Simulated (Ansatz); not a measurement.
# C2H3F3SeZn: how energies converge with the basis set

An exercise on one series of results from a longer session: the logs are not shown, and one member is left open.

Computed with Ansatz 0.2.0, Gaussian basis. Level: one geometry, several basis sets.

Levels to be run: PBE0-D4/def2-SVP; ωB97M-V/def2-SVP; PBE0-D4/def2-QZVPP; ωB97M-V/def2-QZVPP; the functionals' def2-TZVPP values are taken from earlier runs.

## The geometry

All runs share one geometry, relaxed beforehand with PBE0-D4 in a triple-zeta def2 set.

SMILES `[CH3][Zn][Se]C(F)(F)F`, 10 atoms, charge 0, spin multiplicity 1.

Atoms are counted from 1 here; the program's logs count them from 0.

Bond lengths: C1–Zn2 1.934 Å, C1–H8 1.091 Å, C1–H9 1.092 Å, C1–H10 1.092 Å, Zn2–Se3 2.322 Å, Se3–C4 1.958 Å, C4–F5 1.332 Å, C4–F6 1.330 Å, C4–F7 1.352 Å. Angles: Zn2–C1–H8 110.5°, Zn2–C1–H9 110.6°, Zn2–C1–H10 109.9°, H8–C1–H9 108.7°, H8–C1–H10 108.6°, H9–C1–H10 108.6°, C1–Zn2–Se3 178.2°, Zn2–Se3–C4 92.4°, Se3–C4–F5 112.2°, Se3–C4–F6 111.3°, Se3–C4–F7 112.1°, F5–C4–F6 107.3°, F5–C4–F7 106.6°, F6–C4–F7 107.1°.

Set-up of the first run:

Contents of in.yaml:

```yaml
crystal:
  periodic: [false, false, false]
  atoms:
    - {symbol: C, position_ang: [0.979841, -2.236225, -0.087742]}
    - {symbol: Zn, position_ang: [0.734531, -0.361919, -0.495276]}
    - {symbol: Se, position_ang: [0.498524, 1.886116, -1.027387]}
    - {symbol: C, position_ang: [-1.033317, 2.094504, 0.174076]}
    - {symbol: F, position_ang: [-2.184903, 2.183108, -0.489569]}
    - {symbol: F, position_ang: [-0.918204, 3.192146, 0.916053]}
    - {symbol: F, position_ang: [-1.156711, 1.051382, 1.025307]}
    - {symbol: H, position_ang: [0.396783, -2.855064, -0.772130]}
    - {symbol: H, position_ang: [2.031950, -2.513334, -0.176503]}
    - {symbol: H, position_ang: [0.651505, -2.440712, 0.933161]}
basis:
  gaussian: {orbitals: def2-SVP}
hamiltonian: {xc: pbe0, dispersion: d4}
output: {orbitals: {seedname: orbitals}}
```

The run is started by

```
$ ansatz run in.yaml --threads 2 --pin off --events-out ev --progress --plain --max-ram 32768MiB --backend cpu
```

Steps of the session up to this table: PBE0-D4 in def2-SVP; ωB97M-V in def2-SVP; PBE0-D4 in def2-QZVPP; ωB97M-V in def2-QZVPP.

One of the session's tables, all rows but one given; the rest of the session is left out.

It belongs to the step «Functionals by basis». 

| functional | basis | HOMO (eV) |
| --- | --- | --- |
| PBE0-D4 | def2-SVP | -7.09 |
| PBE0-D4 | def2-TZVPP | -7.25 |
| PBE0-D4 | def2-QZVPP | -7.27 |
| ωB97M-V | def2-SVP | -9.24 |
| ωB97M-V | def2-TZVPP | -9.43 |
| ωB97M-V | def2-QZVPP | ? |

Estimate the missing values for ωB97M-V, def2-QZVPP.

The run gave: HOMO (eV): -9.46. In the column «HOMO (eV)» it is the lowest.
